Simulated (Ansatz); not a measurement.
# HF with GeH₄: structure and interaction energy

One table from this session's results is given with a row withheld; the runs are named, their logs left out.

The runs use Ansatz 0.2.0, Gaussian basis; PBE0-D4 structure, single points in def2-TZVPPD.

Levels: PBE-D4, revPBE-D4, BLYP-D4, r2SCAN-D4, B97M-V, PBE0-D4, B3LYP-D4, HSE06-D4, wB97X-V, wB97M-V, B2PLYP, Hartree-Fock, MP2, CCSD, CCSD(T). The reference is CCSD(T) extrapolated to the basis limit. For elements past Ar these valence bases correlate outer-core shells poorly and lack relativity, so that limit is rough.

Correlated methods freeze the cores. Filled d shells of the heavier atoms are correlated. B3LYP uses VWN-RPA correlation. B2PLYP carries no dispersion term here.

176 further runs of the same task are left out: 176 set aside as unsound or not needed.

**Starting geometry**

The pair, from a GFN2-xTB docking trial: 7 atoms, charge 0, spin multiplicity 1.

Atoms are counted from 1 here; the program's logs count them from 0.

Bond lengths: F1–H2 0.936 Å, Ge3–H4 1.481 Å, Ge3–H5 1.490 Å, Ge3–H6 1.478 Å, Ge3–H7 1.489 Å. Angles: H4–Ge3–H5 108.6°, H4–Ge3–H6 111.6°, H4–Ge3–H7 109.3°, H5–Ge3–H6 109.4°, H5–Ge3–H7 107.4°, H6–Ge3–H7 110.3°.

Geometry (Å):

```xyz
7
FGeH5
F    -0.1013    0.2583   -1.9772
H     0.2720    1.0992   -2.1513
Ge   -0.0406   -0.2816    0.8077
H     1.1557   -0.8981    0.1890
H    -0.0116   -0.5510    2.2724
H    -1.2902   -0.8222    0.2334
H     0.0159    1.1955    0.6261
```

Atoms 1 to 2 are fragment A (HF), the rest fragment B (GeH₄).

The first run:

pre/in.yaml

```yaml
crystal:
  periodic: [false, false, false]
  atoms:
    - {symbol: F, position_ang: [-0.101300, 0.258300, -1.977200]}
    - {symbol: H, position_ang: [0.272000, 1.099200, -2.151300]}
    - {symbol: Ge, position_ang: [-0.040600, -0.281600, 0.807700]}
    - {symbol: H, position_ang: [1.155700, -0.898100, 0.189000]}
    - {symbol: H, position_ang: [-0.011600, -0.551000, 2.272400]}
    - {symbol: H, position_ang: [-1.290200, -0.822200, 0.233400]}
    - {symbol: H, position_ang: [0.015900, 1.195500, 0.626100]}
basis:
  gaussian: {orbitals: def2-SVP}
hamiltonian: {xc: pbe, dispersion: d4}
relax: {f_tol: 0.03, max_steps: 250}
```

Started as:

```console
ansatz run in.yaml --threads 2 --pin off --events-out ev --progress --plain --max-ram 5222MiB
```

Among the steps run: A first relaxation in a small basis; Relaxation at PBE0-D4; PBE-D4/def2-TZVPPD; r2SCAN-D4/def2-TZVPPD; PBE0-D4/def2-TZVPPD; B3LYP-D4/def2-TZVPPD; wB97X-V/def2-TZVPPD; wB97M-V/def2-TZVPPD; B2PLYP/def2-TZVPPD; BLYP-D4/def2-TZVPPD; revPBE-D4/def2-TZVPPD; B97M-V/def2-TZVPPD; HSE06-D4/def2-TZVPPD; CCSD(T)/def2-TZVPPD; MP2/def2-QZVPPD; Vibrations of the pair.

One of the session's tables, all rows but one given; the rest of the session is left out.

| method | interaction (meV) |
| --- | --- |
| PBE-D4 | -93 |
| revPBE-D4 | -61 |
| BLYP-D4 | -71 |
| r2SCAN-D4 | -77 |
| B97M-V | -74 |
| PBE0-D4 | -78 |
| B3LYP-D4 | -72 |
| HSE06-D4 | -78 |
| wB97X-V | ? |
| wB97M-V | -64 |
| B2PLYP | -47 |
| Hartree-Fock | 11 |
| MP2 | -46 |
| CCSD | -38 |
| CCSD(T) | -48 |
| CCSD(T)/CBS | -58 |

**Question.** Estimate the row for wB97X-V.

**Answer.** interaction (meV): -65. In the column «interaction (meV)» it lies between BLYP-D4 (-71) and wB97M-V (-64).
